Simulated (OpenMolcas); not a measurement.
# ROHF/ANO-XS-VDZ (DKH2, RICD fitting, scramble 0.25) run of SiCl2OF (SMILES [O][Si](F)(Cl)Cl)

We compute a single-point energy of SiCl2OF. 

The calculation is run with OpenMolcas 26.06.

1 further run of the same task is left out (set aside as unsound or not needed).

## Step 1: The molecule

The species is SiCl2OF (5 atoms), meant as a doublet with charge 0. SMILES: `[O][Si](F)(Cl)Cl`. Geometry: relaxed at PBE0-D4/def2-TZVP.

Bond lengths: O1–Si2 1.643 Å, Si2–F3 1.574 Å, Si2–Cl4 2.012 Å, Si2–Cl5 2.011 Å. Angles: O1–Si2–F3 113.3°, O1–Si2–Cl4 105.6°, O1–Si2–Cl5 107.2°, F3–Si2–Cl4 108.3°, F3–Si2–Cl5 107.9°, Cl4–Si2–Cl5 114.8°.

## Step 2: The energy at ROHF/ANO-XS-VDZ (DKH2, RICD fitting, scramble 0.25)

input.xyz reads:

```xyz
5

O      1.205200    -1.120900     0.351000
Si     0.002000    -0.037300     0.071900
F     -0.944500     0.175500     1.311100
Cl    -1.088600    -0.815800    -1.428500
Cl     0.875700     1.725000    -0.347000
```

step1.input reads:

```
&GATEWAY
 Coord=input.xyz
 Basis=ANO-XS-VDZ
 Group=NoSym
 RICD

&SEWARD
 Relativistic=R02E00

&SCF
 UHF
 Spin=2
 Scramble=0.25
 PrOrbitals=1 1

&RASSCF
 FileOrb=$Project.UnaOrb
 Spin=2
 Nactel=1 0 0
 Inactive=32
 Ras2=1
 OutOrbitals=Canonical
 OrbListing=Nothing
```

The run is started by

```console
$ export MOLCAS_MEM=1860
$ pymolcas step1.input > step1.log
```

**Question.** What will come out? Wanted: total energy; dipole moment.

Answer, from the run:

Level: ROHF/ANO-XS-VDZ (DKH2, RICD fitting, scramble 0.25).

```
     quantity           value
 total energy  -1385.70204 Eh
dipole moment          0.36 D
```

What this shows: This program's gradients are faulty for this kind of reference, so any forces in the log can't be trusted; the energy can. Mulliken charges run from -0.54 on F3 to +1.70 on Si2.
